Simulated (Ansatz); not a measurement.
**C₃H₆BF₃O: small, medium and large basis sets**

One table from this session's results is given with a row withheld; the runs are named, their logs left out.

The runs use Ansatz 0.2.0, Gaussian basis; one geometry, several basis sets.

Plan: PBE0-D4/def2-SVP; ωB97M-V/def2-SVP; PBE0-D4/def2-QZVPP; ωB97M-V/def2-QZVPP; the functionals' def2-TZVPP values are taken from earlier runs.

### The relaxed structure

The geometry comes from an earlier relaxation with PBE0-D4 in a triple-zeta def2 set; it is a stationary point, not always the lowest conformer.

SMILES `CC(C)=[O+][B-](F)(F)F`, 14 atoms, charge 0, spin multiplicity 1.

Atoms are counted from 1 here; the program's logs count them from 0.

Bond lengths: C1–C2 1.484 Å, C1–H9 1.091 Å, C1–H10 1.094 Å, C1–H11 1.088 Å, C2–C3 1.483 Å, C2–O4 1.231 Å, C3–H12 1.095 Å, C3–H13 1.087 Å, C3–H14 1.094 Å, O4–B5 1.664 Å, B5–F6 1.347 Å, B5–F7 1.365 Å, B5–F8 1.365 Å. Angles: C2–C1–H9 109.7°, C2–C1–H10 108.0°, C2–C1–H11 111.7°, H9–C1–H10 106.1°, H9–C1–H11 111.3°, H10–C1–H11 109.9°, C1–C2–C3 119.1°, C1–C2–O4 122.8°, C3–C2–O4 118.1°, C2–C3–H12 108.8°, C2–C3–H13 111.3°, C2–C3–H14 109.4°, H12–C3–H13 110.3°, H12–C3–H14 106.4°, H13–C3–H14 110.7°, C2–O4–B5 125.2°, O4–B5–F6 102.3°, O4–B5–F7 103.9° and more.

The first run:

The input, in.yaml:

```yaml
crystal:
  periodic: [false, false, false]
  atoms:
    - {symbol: C, position_ang: [-0.467698, -1.111356, -0.559754]}
    - {symbol: C, position_ang: [0.381428, -0.197732, 0.244671]}
    - {symbol: C, position_ang: [1.551568, -0.752077, 0.968506]}
    - {symbol: O, position_ang: [0.163193, 1.010911, 0.334291]}
    - {symbol: B, position_ang: [-1.091335, 1.817253, -0.404494]}
    - {symbol: F, position_ang: [-0.860428, 3.095832, -0.049606]}
    - {symbol: F, position_ang: [-0.922665, 1.542465, -1.731122]}
    - {symbol: F, position_ang: [-2.209611, 1.255243, 0.140864]}
    - {symbol: H, position_ang: [-1.519974, -0.929029, -0.335483]}
    - {symbol: H, position_ang: [-0.334345, -0.855232, -1.615177]}
    - {symbol: H, position_ang: [-0.203737, -2.153859, -0.395251]}
    - {symbol: H, position_ang: [1.197906, -1.484473, 1.701113]}
    - {symbol: H, position_ang: [2.116883, 0.033421, 1.464205]}
    - {symbol: H, position_ang: [2.185914, -1.300466, 0.266038]}
basis:
  gaussian: {orbitals: def2-SVP}
hamiltonian: {xc: pbe0, dispersion: d4}
output: {orbitals: {seedname: orbitals}}
```

The run is started by

```
> ansatz run in.yaml --threads 4 --pin off --events-out ev --progress --plain --max-ram 11315MiB
```

Among the steps run: PBE0-D4 in def2-SVP; ωB97M-V in def2-SVP; PBE0-D4 in def2-QZVPP; ωB97M-V in def2-QZVPP.

One of the session's tables, all rows but one given; the rest of the session is left out.

It belongs to the step «Density functionals: the series». 

| functional | basis | HOMO (eV) | LUMO (eV) |
| --- | --- | --- | --- |
| PBE0-D4 | def2-SVP | -9.55 | -2.20 |
| PBE0-D4 | def2-TZVPP | -9.60 | -2.23 |
| PBE0-D4 | def2-QZVPP | -9.62 | -2.25 |
| ωB97M-V | def2-SVP | ? | ? |
| ωB97M-V | def2-TZVPP | -12.00 | 0.07 |
| ωB97M-V | def2-QZVPP | -12.01 | 0.03 |

Q: Estimate the row for ωB97M-V, def2-SVP from the others.

As computed: HOMO (eV): -11.94; LUMO (eV): 0.13. In the column «HOMO (eV)» it lies between ωB97M-V, def2-TZVPP (-12.00) and PBE0-D4, def2-QZVPP (-9.62).
